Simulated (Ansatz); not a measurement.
# Pd: the cost of one run

Computed with Ansatz 0.2.0 (DFT PBEsol, scalar-relativistic, unless a step's input says otherwise).

## 1. The starting structure

Symmetry: Fm-3m, No. 225, cubic system. The conventional cell has a = 3.890 Å, b = 3.890 Å, c = 3.890 Å, α = 90.00°, β = 90.00°, γ = 90.00°. Pd (site symmetry m-3m) has 12 Pd at 2.75 Å as nearest neighbours.

Structure file:

```
CELL_PARAMETERS angstrom
0.00000 1.94490 1.94490
1.94490 0.00000 1.94490
1.94490 1.94490 0.00000
ATOMIC_POSITIONS crystal
Pd 0.00000 0.00000 0.00000
```

## 2. After the deformation

Space group Fm-3m before, I4/mmm after.

## 3. Full-potential LAPW

input.yaml reads:

```yaml
crystal:
  lattice:
    - [0.0, 1.964349, 1.9449]
    - [1.964349, 0.0, 1.9449]
    - [1.964349, 1.964349, 0.0]
  atoms:
    - { symbol: Pd, position: [0.0, 0.0, 0.0] }
kpoints:
  mp_grid: { grid: [18, 18, 18] }
  band_path:
    path:
      - [0.0, 0.0, 0.0]
      - [0.0, 0.5, 0.5]
      - [0.25, 0.75, 0.5]
      - [0.0, 0.5, 0.0]
      - [0.0, 0.0, 0.0]
      - [0.5, 0.5, 0.0]
      - [0.3775125, 0.6224875, 0.0]
      - [-0.3775125, 0.3775125, 0.0]
      - [0.0, 0.0, 0.0]
    npoints: 5
scf:
  occupations: { method: fermi_dirac, width: 0.05 }
hamiltonian:
  xc: pbesol
  pseudopotentials: { kind: all_electron, lapw: { basis_error: 0.00025 } }
output:
  forces: true
  stress: true
  eigenvalues: true
```

On the command line:

```sh
$ ansatz run input.yaml --threads 1 --pin off --max-ram 3072MiB --backend cpu --events-out ev --progress --plain --runs-dir out
```

What time and memory should one allow on 1 thread of Arm Neoverse V2, shared host?

About 44 s, with a peak of 0.71 GiB.
